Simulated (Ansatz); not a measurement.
**RPA@PBE/STO-3G run of SnS (SMILES [S][Sn])**

Aim: the energy change on altering one bond length of SnS at RPA@PBE/STO-3G, from 2 runs. 

Program for the calculation: Ansatz 0.2.0.

53 further runs of the same task are left out: 19 that didn't finish, 34 set aside as unsound or not needed.

### 1 Starting point

SnS: 2 atoms, total charge 0, spin state singlet. As SMILES, `[S][Sn]`. The bond length is the measured one.

Bond lengths: S1–Sn2 2.209 Å.

### 2 The energy at RPA@PBE/STO-3G

run.yaml

```yaml
crystal:
  periodic: [false, false, false]
  atoms:
    - {symbol: S, position_ang: [0.000000, 0.000000, 0.000000]}
    - {symbol: Sn, position_ang: [0.000000, 0.000000, 2.209026]}
basis:
  gaussian:
    orbitals: STO-3G
hamiltonian:
  xc: {name: PBE}
correlation:
  method: rpa
  frozen_orbitals: {S: 5, Sn: 18}
accuracy: high
```

Launch:

```bash
ansatz run run.yaml --threads 1 --pin off --max-ram 2610MiB --events-out events.jsonl --progress --plain --runs-dir runs
```

Standard output:

```text
Warning: RAYON_NUM_THREADS=1 ignored (pool sized by the plan → 1); use --threads N
Functional definition: PBE
  name "PBE"
  parameter kappa = 0.804
  parameter beta = 0.06672455060314922
  exchange = pbe_x(kappa = kappa, mu = beta*pi^2/3)
  correlation = pbe_c(beta = beta)
635 factors; integrals over basis functions are off by at most 1.2e-8 eV
mean field evaluation 1: about -173017.1344 eV, gradient 1.6e1 eV
mean field evaluation 2: about -173017.1168 eV, gradient 1.6e1 eV
mean field evaluation 4: about -173018.4969 eV, gradient 3.5e0 eV
mean field evaluation 8: about -173018.5506 eV, gradient 4.3e-3 eV
mean field evaluation 16: about -173018.5505 eV, gradient 1.3e-8 eV
mean field -173018.55050141 eV, -6358.3144547413 hartree, gradient 1.6e-8 eV, S^2 0.000000; 0 other end points of the search recorded, 0 dependent functions left out
23 core orbitals not correlated: weight in the atoms' cores, before any rotation towards them, 1.000 or more for the frozen orbitals, at most 0.000 for the correlated occupied ones
reference -172967.38904732 eV, -6356.4343059818 hartree; 10, 10 occupied and 3, 3 virtual orbitals, 635 factors
Total energy: -172971.66726184 eV, -6356.5915274656 hartree
```

Wall time 2.6 s (1 thread of Arm Neoverse V1, shared host); peak memory 0.11 GiB.

### 3 The distorted shape

job.yaml

```yaml
crystal:
  periodic: [false, false, false]
  atoms:
    - {symbol: S, position_ang: [0.000000, 0.000000, -0.552274]}
    - {symbol: Sn, position_ang: [0.000000, 0.000000, 2.209026]}
basis:
  gaussian:
    orbitals: STO-3G
hamiltonian:
  xc: {name: PBE}
correlation:
  method: rpa
  frozen_orbitals: {S: 5, Sn: 18}
accuracy: high
```

Launch:

```bash
ansatz run job.yaml --threads 1 --pin off --max-ram 2610MiB --events-out events.jsonl --progress --plain --runs-dir runs
```

Standard output (excerpt; [...] marks lines left out):

```text
Warning: RAYON_NUM_THREADS=1 ignored (pool sized by the plan → 1); use --threads N
[... 2 set-up lines as earlier in the session ...]
[...]
622 factors; integrals over basis functions are off by at most 1.1e-8 eV
[...]
mean field -173015.79452316 eV, -6358.2131744086 hartree, gradient 9.1e-9 eV, S^2 0.000000; 0 other end points of the search recorded, 0 dependent functions left out; unrestricted orbitals would lower it
unrestricted determinant -172966.22800848 eV, -6356.3916385915 hartree, S^2 1.1364
23 core orbitals not correlated: weight in the atoms' cores, before any rotation towards them, 1.000 or more for the frozen orbitals, at most 0.000 for the correlated occupied ones
reference -172963.17305663 eV, -6356.2793711817 hartree; 10, 10 occupied and 3, 3 virtual orbitals, 622 factors
Total energy: -172969.38969227 eV, -6356.5078283277 hartree
```

It took 3.9 s on 1 thread of Arm Neoverse V1, shared host; peak memory 0.14 GiB.

### 4 What came out

At RPA@PBE/STO-3G, 23 core orbitals frozen:

| quantity | value |
| --- | --- |
| first shape: total energy | -6356.59153 Eh |
| first shape: RPA correlation energy (valence) | -157.2 mEh |
| distorted shape: total energy | -6356.50783 Eh |
| distorted shape: RPA correlation energy (valence) | -228.5 mEh |
| energy change with the S1–Sn2 bond stretched from 2.209 to 2.761 Å | 2.278 eV |

In words: With the S1–Sn2 bond stretched from 2.209 to 2.761 Å the energy rises by 2.28 eV (220 kJ/mol). The first shape isn't relaxed at this level, so the change isn't measured from a minimum. The minimal basis adds a large error of its own. Relativity is left out (first shape) although the molecule holds a heavy atom. The restricted solution (distorted shape) is unstable to spin breaking: an unrestricted one lies lower. Relativity is left out (distorted shape) although the molecule holds a heavy atom.
